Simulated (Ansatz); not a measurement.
# CH₄Cl₂SiTe: one species, many methods

The task here is to estimate one member of a computed series from the others.

Computed with Ansatz 0.2.0, Gaussian basis. Level: functionals in def2-TZVPP, the program's frozen cores in correlated methods.

Levels to be run: LDA (SPW92), PBE-D4, revPBE-D4, BLYP-D4, r2SCAN-D4, B97M-V, PBE0-D4, B3LYP-D4, r2SCANh-D4, r2SCAN0-D4, HSE06-D4, BHLYP-D4, CAM-B3LYP-D4, LC-ωPBE, ωB97X-V, ωB97M-V, B2PLYP, PBE-QIDH; CCSD(T)/def2-SVP; CCSD(T)/def2-TZVPP; MP2/def2-QZVPP; extrapolation to the limit; RPA on PBE.

## The relaxed structure

An earlier PBE0-D4 in a triple-zeta def2 set relaxation fixed the geometry. Te takes the def2 core potential; no spin-orbit term is included.

SMILES `[SiH3]C(Cl)(Cl)[TeH]`, 9 atoms, charge 0, spin multiplicity 1.

Atoms are counted from 1 here; the program's logs count them from 0.

Bond lengths: Si1–C2 1.898 Å, Si1–H6 1.483 Å, Si1–H7 1.484 Å, Si1–H8 1.481 Å, C2–Cl3 1.775 Å, C2–Cl4 1.782 Å, C2–Te5 2.168 Å, Te5–H9 1.660 Å. Angles: C2–Si1–H6 107.4°, C2–Si1–H7 108.4°, C2–Si1–H8 108.2°, H6–Si1–H7 110.7°, H6–Si1–H8 111.0°, H7–Si1–H8 111.0°, Si1–C2–Cl3 109.0°, Si1–C2–Cl4 108.7°, Si1–C2–Te5 111.1°, Cl3–C2–Cl4 110.5°, Cl3–C2–Te5 112.2°, Cl4–C2–Te5 105.3°, C2–Te5–H9 92.4°.

The first run:

The input, in.yaml:

```yaml
crystal:
  periodic: [false, false, false]
  atoms:
    - {symbol: Si, position_ang: [-0.008010, -1.149699, 0.295309]}
    - {symbol: C, position_ang: [0.259285, 0.485361, -0.630735]}
    - {symbol: Cl, position_ang: [1.918962, 1.045652, -0.346723]}
    - {symbol: Cl, position_ang: [-0.015328, 0.208098, -2.369669]}
    - {symbol: Te, position_ang: [-1.216557, 1.962332, -0.045576]}
    - {symbol: H, position_ang: [0.134488, -0.867667, 1.744400]}
    - {symbol: H, position_ang: [1.023546, -2.116759, -0.155026]}
    - {symbol: H, position_ang: [-1.369528, -1.641438, -0.018123]}
    - {symbol: H, position_ang: [-0.638457, 2.027822, 1.509043]}
basis:
  gaussian: {orbitals: def2-TZVPP}
hamiltonian: {xc: lda}
output: {orbitals: {seedname: orbitals}}
```

Command:

```sh
$ ansatz run in.yaml --threads 4 --pin off --events-out ev --progress --plain --max-ram 10444MiB
```

Steps of the session up to this table: LDA; PBE-D4 (GGA); revPBE-D4 (GGA); BLYP-D4 (GGA); r2SCAN-D4 (meta-GGA); B97M-V (meta-GGA); PBE0-D4 (hybrid); B3LYP-D4 (hybrid); r2SCANh-D4 (hybrid); r2SCAN0-D4 (hybrid); HSE06-D4 (hybrid); BHLYP-D4 (hybrid); CAM-B3LYP-D4 (range-separated); LC-ωPBE (range-separated); ωB97X-V (range-separated); ωB97M-V (range-separated); B2PLYP (double hybrid); PBE-QIDH (double hybrid).

One table of the session follows, with a row left open; its other results are not shown here.

It belongs to the step «Orbital energies across the functionals». 

```
  functional  HOMO (eV)  LUMO (eV)  gap (eV)
 LDA (SPW92)      -5.78      -2.75      3.03
      PBE-D4          ?          ?         ?
   revPBE-D4      -5.57      -2.46      3.11
     BLYP-D4      -5.45      -2.42      3.04
   r2SCAN-D4      -5.88      -2.43      3.45
      B97M-V      -5.91      -2.42      3.50
     PBE0-D4      -6.68      -1.72      4.97
    B3LYP-D4      -6.46      -1.92      4.54
  r2SCANh-D4      -6.27      -2.12      4.15
  r2SCAN0-D4      -6.85      -1.65      5.20
    HSE06-D4      -6.29      -2.09      4.20
    BHLYP-D4      -7.59      -0.79      6.79
CAM-B3LYP-D4      -7.92      -0.65      7.27
     LC-ωPBE      -9.24       0.47      9.71
     ωB97X-V      -8.92       0.34      9.26
     ωB97M-V      -8.80       0.19      8.99
```

Q: Estimate the row for PBE-D4 from the others.

The run gave: HOMO (eV): -5.62; LUMO (eV): -2.55; gap (eV): 3.07. In the column «HOMO (eV)» it lies between LDA (SPW92) (-5.78) and revPBE-D4 (-5.57).
